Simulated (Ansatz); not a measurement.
# C2H8GeO: one species, many methods

One table from this session's results is given with a row withheld; the runs are named, their logs left out.

Computed with Ansatz 0.2.0, Gaussian basis. Level: functionals in def2-TZVPP, the program's frozen cores in correlated methods.

The runs, in order: LDA (SPW92), PBE-D4, revPBE-D4, BLYP-D4, r2SCAN-D4, B97M-V, PBE0-D4, B3LYP-D4, r2SCANh-D4, r2SCAN0-D4, HSE06-D4, BHLYP-D4, CAM-B3LYP-D4, LC-ωPBE, ωB97X-V, ωB97M-V, B2PLYP, PBE-QIDH; CCSD(T)/def2-SVP; CCSD(T)/def2-TZVPP; MP2/def2-QZVPP; extrapolation to the limit; RPA on PBE.

## The geometry

All runs share one geometry, relaxed beforehand with PBE0-D4 in a triple-zeta def2 set.

SMILES `C[O][GeH2][CH3]`, 12 atoms, charge 0, spin multiplicity 1.

Atoms are counted from 1 here; the program's logs count them from 0.

Bond lengths: C1–O2 1.404 Å, C1–H5 1.093 Å, C1–H6 1.099 Å, C1–H7 1.099 Å, O2–Ge3 1.784 Å, Ge3–C4 1.936 Å, Ge3–H8 1.546 Å, Ge3–H9 1.546 Å, C4–H10 1.090 Å, C4–H11 1.091 Å, C4–H12 1.090 Å. Angles: O2–C1–H5 108.3°, O2–C1–H6 112.2°, O2–C1–H7 112.2°, H5–C1–H6 108.0°, H5–C1–H7 108.0°, H6–C1–H7 108.0°, C1–O2–Ge3 118.3°, O2–Ge3–C4 105.0°, O2–Ge3–H8 108.1°, O2–Ge3–H9 108.1°, C4–Ge3–H8 113.1°, C4–Ge3–H9 113.1°, H8–Ge3–H9 109.1°, Ge3–C4–H10 109.7°, Ge3–C4–H11 110.6°, Ge3–C4–H12 109.7°, H10–C4–H11 108.9°, H10–C4–H12 108.9° and more.

The first run:

File in.yaml:

```yaml
crystal:
  periodic: [false, false, false]
  atoms:
    - {symbol: C, position_ang: [0.239163, 2.136217, 0.178182]}
    - {symbol: O, position_ang: [0.656685, 0.796170, 0.156492]}
    - {symbol: Ge, position_ang: [-0.572511, -0.468820, -0.110780]}
    - {symbol: C, position_ang: [0.410825, -2.136710, -0.079552]}
    - {symbol: H, position_ang: [1.115950, 2.765796, 0.350308]}
    - {symbol: H, position_ang: [-0.483081, 2.333677, 0.982530]}
    - {symbol: H, position_ang: [-0.218128, 2.444386, -0.772353]}
    - {symbol: H, position_ang: [-1.624458, -0.363246, 1.017065]}
    - {symbol: H, position_ang: [-1.257559, -0.193183, -1.468910]}
    - {symbol: H, position_ang: [0.906246, -2.254150, 0.884532]}
    - {symbol: H, position_ang: [-0.261559, -2.981384, -0.237028]}
    - {symbol: H, position_ang: [1.165429, -2.133953, -0.866486]}
basis:
  gaussian: {orbitals: def2-TZVPP}
hamiltonian: {xc: lda}
output: {orbitals: {seedname: orbitals}}
```

On the command line:

```sh
> ansatz run in.yaml --threads 4 --pin off --events-out ev --progress --plain --max-ram 10444MiB
```

Steps of the session up to this table: LDA; PBE-D4 (GGA); revPBE-D4 (GGA); BLYP-D4 (GGA); r2SCAN-D4 (meta-GGA); B97M-V (meta-GGA); PBE0-D4 (hybrid); B3LYP-D4 (hybrid); r2SCANh-D4 (hybrid); r2SCAN0-D4 (hybrid); HSE06-D4 (hybrid); BHLYP-D4 (hybrid); CAM-B3LYP-D4 (range-separated); LC-ωPBE (range-separated); ωB97X-V (range-separated); ωB97M-V (range-separated); B2PLYP (double hybrid); PBE-QIDH (double hybrid).

One table of the session follows, with a row left open; its other results are not shown here.

It belongs to the step «Frontier levels by functional». 

| functional | HOMO (eV) | LUMO (eV) | gap (eV) |
| --- | --- | --- | --- |
| LDA (SPW92) | -6.13 | -0.44 | 5.69 |
| PBE-D4 | -6.02 | -0.14 | 5.89 |
| revPBE-D4 | -5.98 | 0.01 | 5.98 |
| BLYP-D4 | ? | ? | ? |
| r2SCAN-D4 | -6.35 | 0.24 | 6.59 |
| B97M-V | -6.52 | 0.05 | 6.57 |
| PBE0-D4 | -7.58 | 0.73 | 8.31 |
| B3LYP-D4 | -7.35 | 0.47 | 7.82 |
| r2SCANh-D4 | -6.94 | 0.54 | 7.47 |
| r2SCAN0-D4 | -7.82 | 0.96 | 8.78 |
| HSE06-D4 | -7.18 | 0.35 | 7.53 |
| BHLYP-D4 | -9.10 | 1.52 | 10.62 |
| CAM-B3LYP-D4 | -9.03 | 1.66 | 10.69 |
| LC-ωPBE | -10.34 | 2.91 | 13.25 |
| ωB97X-V | -10.05 | 2.72 | 12.76 |
| ωB97M-V | -9.97 | 2.41 | 12.39 |

Q: Estimate the row for BLYP-D4 from the others.

Worked estimate for «HOMO (eV)». Against the share of exact exchange, B3LYP-D4 (0.2, -7.35), BHLYP-D4 (0.5, -9.10) give a slope of -5.83 per unit share; at 0 the line stands at -6.18.

**Answer.** HOMO (eV): -5.95; LUMO (eV): -0.05; gap (eV): 5.90. In «HOMO (eV)» the line misses by -0.23.
